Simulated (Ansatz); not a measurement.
# C₂H₅BBrCl: a ladder of functionals and wavefunction methods

The task here is to estimate one member of a computed series from the others.

Program: Ansatz 0.2.0, Gaussian basis. Level of theory: functionals in def2-TZVPP, the program's frozen cores in correlated methods. These are calculated values, not measurements.

The runs, in order: LDA (SPW92), PBE-D4, revPBE-D4, BLYP-D4, r2SCAN-D4, B97M-V, PBE0-D4, B3LYP-D4, r2SCANh-D4, r2SCAN0-D4, HSE06-D4, BHLYP-D4, CAM-B3LYP-D4, LC-ωPBE, ωB97X-V, ωB97M-V, B2PLYP, PBE-QIDH; CCSD(T)/def2-SVP; CCSD(T)/def2-TZVPP; MP2/def2-QZVPP; extrapolation to the limit; RPA on PBE.

### The relaxed structure

All runs share one geometry, relaxed beforehand with PBE0-D4 in a triple-zeta def2 set.

SMILES `CB(Cl)CBr`, 10 atoms, charge 0, spin multiplicity 1.

Atoms are counted from 1 here; the program's logs count them from 0.

Bond lengths: C1–B2 1.555 Å, C1–H6 1.099 Å, C1–H7 1.091 Å, C1–H8 1.092 Å, B2–Cl3 1.762 Å, B2–C4 1.567 Å, C4–Br5 1.962 Å, C4–H9 1.086 Å, C4–H10 1.088 Å. Angles: B2–C1–H6 107.5°, B2–C1–H7 112.9°, B2–C1–H8 112.9°, H6–C1–H7 106.3°, H6–C1–H8 107.3°, H7–C1–H8 109.5°, C1–B2–Cl3 119.6°, C1–B2–C4 123.2°, Cl3–B2–C4 117.3°, B2–C4–Br5 99.0°, B2–C4–H9 116.8°, B2–C4–H10 115.6°, Br5–C4–H9 106.4°, Br5–C4–H10 105.9°, H9–C4–H10 111.3°.

Set-up of the first run:

in.yaml

```yaml
crystal:
  periodic: [false, false, false]
  atoms:
    - {symbol: C, position_ang: [-0.723648, -0.473992, 1.090152]}
    - {symbol: B, position_ang: [0.423797, 0.208741, 0.293819]}
    - {symbol: Cl, position_ang: [1.641952, 1.146621, 1.155374]}
    - {symbol: C, position_ang: [0.584054, 0.078854, -1.259639]}
    - {symbol: Br, position_ang: [-0.614983, 1.529176, -1.815841]}
    - {symbol: H, position_ang: [-0.323451, -1.406510, 1.511336]}
    - {symbol: H, position_ang: [-1.066537, 0.122565, 1.937048]}
    - {symbol: H, position_ang: [-1.576394, -0.740931, 0.463105]}
    - {symbol: H, position_ang: [1.561161, 0.313615, -1.672633]}
    - {symbol: H, position_ang: [0.177148, -0.829239, -1.699824]}
basis:
  gaussian: {orbitals: def2-TZVPP}
hamiltonian: {xc: lda}
output: {orbitals: {seedname: orbitals}}
```

Among the steps run: LDA; PBE-D4 (GGA); revPBE-D4 (GGA); BLYP-D4 (GGA); r2SCAN-D4 (meta-GGA); B97M-V (meta-GGA); PBE0-D4 (hybrid); B3LYP-D4 (hybrid); r2SCANh-D4 (hybrid); r2SCAN0-D4 (hybrid); HSE06-D4 (hybrid); BHLYP-D4 (hybrid); CAM-B3LYP-D4 (range-separated); LC-ωPBE (range-separated); ωB97X-V (range-separated); ωB97M-V (range-separated); B2PLYP (double hybrid); PBE-QIDH (double hybrid).

One table of the session follows, with a row left open; its other results are not shown here.

It belongs to the step «Orbital energies across the functionals». 

| functional | HOMO (eV) | LUMO (eV) | gap (eV) |
| --- | --- | --- | --- |
| LDA (SPW92) | -6.89 | -2.67 | 4.22 |
| PBE-D4 | -6.75 | -2.42 | 4.33 |
| revPBE-D4 | -6.70 | -2.32 | 4.38 |
| BLYP-D4 | -6.61 | -2.27 | 4.34 |
| r2SCAN-D4 | -7.05 | -2.16 | 4.89 |
| B97M-V | -7.15 | -2.06 | 5.08 |
| PBE0-D4 | -8.04 | -1.47 | 6.57 |
| B3LYP-D4 | -7.80 | -1.68 | 6.12 |
| r2SCANh-D4 | -7.52 | -1.82 | 5.70 |
| r2SCAN0-D4 | -8.23 | -1.32 | 6.92 |
| HSE06-D4 | -7.64 | -1.85 | 5.79 |
| BHLYP-D4 | -9.19 | -0.40 | 8.79 |
| CAM-B3LYP-D4 | -9.38 | -0.35 | 9.03 |
| LC-ωPBE | -10.76 | 0.81 | 11.57 |
| ωB97X-V | -10.40 | 0.72 | 11.12 |
| ωB97M-V | ? | ? | ? |

Estimate the missing values for ωB97M-V.

The run gave: HOMO (eV): -10.26; LUMO (eV): 0.55; gap (eV): 10.81. In the column «HOMO (eV)» it lies between ωB97X-V (-10.40) and CAM-B3LYP-D4 (-9.38).
